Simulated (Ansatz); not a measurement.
The system is Ta3Cu.

```
Ta Cu
1.0
    -2.00651    2.00651    4.20817
     2.00651   -2.00651    4.20817
     2.00651    2.00651   -4.20817
Ta Cu
3 1
Direct
  0.50000 0.50000 0.00000
  0.25000 0.75000 0.50000
  0.75000 0.25000 0.50000
  0.00000 0.00000 0.00000
```

The cell comes from a database or a generator and needn't be the stable form of this composition.

Base run:

| Item | Value |
| --- | --- |
| Program | Ansatz 0.2.0 |
| Functional | PBEsol |
| Potentials or basis | all-electron LAPW, scalar-relativistic |
| Cutoff | 246 eV (chosen from the basis error) |
| Basis error allowed | 0.002 eV/atom |
| k mesh | 9 × 9 × 9 |
| Occupations | fermi-dirac, width 0.05 eV |
| Spin | no spin polarisation |

Its results: pressure -6.3 GPa.

**Question.** The run is repeated on the same cell with these changes: functional from PBEsol to LDA. What comes out?

**Answer.** Pressure -11.3 GPa.

LDA binds more tightly than PBEsol, so the same cell stands under less pressure.
